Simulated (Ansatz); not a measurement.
**InSO radical (SMILES [O]1[S][In]1): functionals against CCSD(T) at one geometry**

The task here is to estimate one member of a computed series from the others.

Computed with Ansatz 0.2.0, Gaussian basis. Level: single points in def2-TZVPP.

Correlated methods freeze the cores. Filled d shells of the heavier atoms are correlated. Core potentials replace the inner electrons past krypton, and spin-orbit coupling is left out. Orbitals are unrestricted.

## Where the work starts

SMILES `[O]1[S][In]1`, 3 atoms, charge 0, spin multiplicity 2.

Atoms are counted from 1 here; the program's logs count them from 0.

Bond lengths: O1–S2 1.538 Å, O1–In3 1.938 Å, S2–In3 2.624 Å. Angles: S2–O1–In3 97.3°, O1–S2–In3 47.1°, O1–In3–S2 35.6°.

As a file:

```xyz
3
charge 0, multiplicity 2
O     0.27580    0.62350    0.40250
S    -0.96880    0.51740   -0.49560
In    0.78240   -1.24660    0.34580
```

The first run:

File run/in.yaml:

```yaml
crystal:
  periodic: [false, false, false]
  atoms:
    - {symbol: O, position_ang: [0.275800, 0.623500, 0.402500]}
    - {symbol: S, position_ang: [-0.968800, 0.517400, -0.495600]}
    - {symbol: In, position_ang: [0.782400, -1.246600, 0.345800]}
basis:
  gaussian: {orbitals: def2-TZVPP}
magnetization: {spin_polarized: true, initial_magnetization: 1}
correlation: {method: ccsd_t}
scf: {omitted_lower_state_checks: [cluster_reference]}
output: {forces: true}
```

No record of the launch command was kept for these runs.

Among the steps run: CCSD(T)/def2-TZVPP; PBE0-D4/def2-TZVPP; wB97M-V/def2-TZVPP; r2SCAN-D4/def2-TZVPP; PBE-D4/def2-TZVPP; B97M-V/def2-TZVPP; revPBE-D4/def2-TZVPP.

One of the session's tables, all rows but one given; the rest of the session is left out.

```
   method  RMS force component (eV/Å)  angle to CCSD(T) forces (°)  dipole (D)
  CCSD(T)                       2.417                    reference        1.74
  PBE0-D4                       2.256                          7.0        1.68
  wB97M-V                           ?                            ?           ?
r2SCAN-D4                       2.372                          4.4        1.53
   PBE-D4                       2.638                          2.3        1.58
   B97M-V                       2.345                          6.7        1.72
revPBE-D4                       2.764                          1.4        1.58
```

**Question.** Estimate the row for wB97M-V.

As computed: RMS force component (eV/Å): 2.271; angle to CCSD(T) forces (°): 4.9; dipole (D): 1.67. In the column «RMS force component (eV/Å)» it lies between PBE0-D4 (2.256) and B97M-V (2.345).
